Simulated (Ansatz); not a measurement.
Run this with Ansatz 0.2.0, Python API and show what comes out.

Script `ch4geos.py`:
```python
"""Potential curve of CH4GeOS along one bond."""

import ansatz as az
import numpy as np


def main() -> None:
    geometry_ang = [
        ("O", (-2.3184, 0.0873, -0.8345)),
        ("C", (-1.5426, -0.2472, 0.0449)),
        ("Ge", (0.2673, 0.3921, 0.0229)),
        ("S", (1.6572, -1.3354, -0.0972)),
        ("H", (-1.8744, -0.9068, 0.839)),
        ("H", (0.5478, 1.1913, 1.3209)),
        ("H", (0.4788, 1.3114, -1.2072)),
        ("H", (2.7843, -0.4928, -0.0888)),
    ]
    system = az.Crystal.molecule()
    for symbol, xyz in geometry_ang:
        system = system.atom(symbol, xyz)

    symbols = [site.symbol for site in system.cartesian_sites]
    start = np.array([site.position_ang for site in system.cartesian_sites])
    axis = (start[6] - start[2]) / np.linalg.norm(start[6] - start[2])
    moving = [6]
    lengths, energies = [1.364, 1.426, 1.488, 1.55, 1.612, 1.674, 1.736, 1.829], []
    for length in lengths:
        xyz = start.copy()
        xyz[moving] += (length - np.linalg.norm(start[6] - start[2])) * axis
        point = az.Crystal.molecule()
        for symbol, place in zip(symbols, xyz):
            point = point.atom(symbol, place.tolist())
        base = (
            point.calculation()
            .basis(gaussian="def2-SVP")
            .correlation("mp2")  # correlation on top of the mean field
        )
        data = base.run().report
        energies.append(data["free_energy_ev"])
        print(f"r = {length:6.3f} A  E = {energies[-1]:.5f} eV  <S^2> = {abs(data['mean_field']['state']['spin_squared']):.3f}")

    # quartic fit about the minimum
    fit = np.polynomial.Polynomial.fit(lengths, np.array(energies) - min(energies), 4).convert()
    roots = [r.real for r in fit.deriv().roots() if abs(r.imag) < 1e-9 and fit.deriv(2)(r.real) > 0]
    r_e = min(roots, key=lambda r: abs(r - lengths[int(np.argmin(energies))]))
    print(f"minimum of the fit at {r_e:.4f} A, force constant {fit.deriv(2)(r_e):.2f} eV/A^2")


if __name__ == "__main__":
    main()
```

```console
$ python ch4geos.py
r =  1.364 A  E = -70426.48083 eV  <S^2> = 0.000
r =  1.426 A  E = -70426.67880 eV  <S^2> = 0.000
r =  1.488 A  E = -70426.76831 eV  <S^2> = 0.000
r =  1.550 A  E = -70426.77443 eV  <S^2> = 0.000
r =  1.612 A  E = -70426.71690 eV  <S^2> = 0.000
r =  1.674 A  E = -70426.61125 eV  <S^2> = 0.000
r =  1.736 A  E = -70426.46975 eV  <S^2> = 0.000
r =  1.829 A  E = -70426.21086 eV  <S^2> = 0.000
minimum of the fit at 1.5235 A, force constant 18.67 eV/A^2
```

Notes:
- Total energies depend on the basis set; only differences at equal settings carry meaning.
- The rest of the molecule is held rigid at a force-field or estimated start geometry, and the basis set is modest; single-reference methods fail as a bond breaks.
- The orbitals are restricted, so S² is zero by construction.
- S² is that of the Hartree-Fock reference.
- Finished in 7.5 s on 1 thread of AMD EPYC 9R45 96-Core Processor (Zen 5), on a shared host, peak memory 0.29 GiB.

(Lines on the test bed's own set-up are left out of the output.)
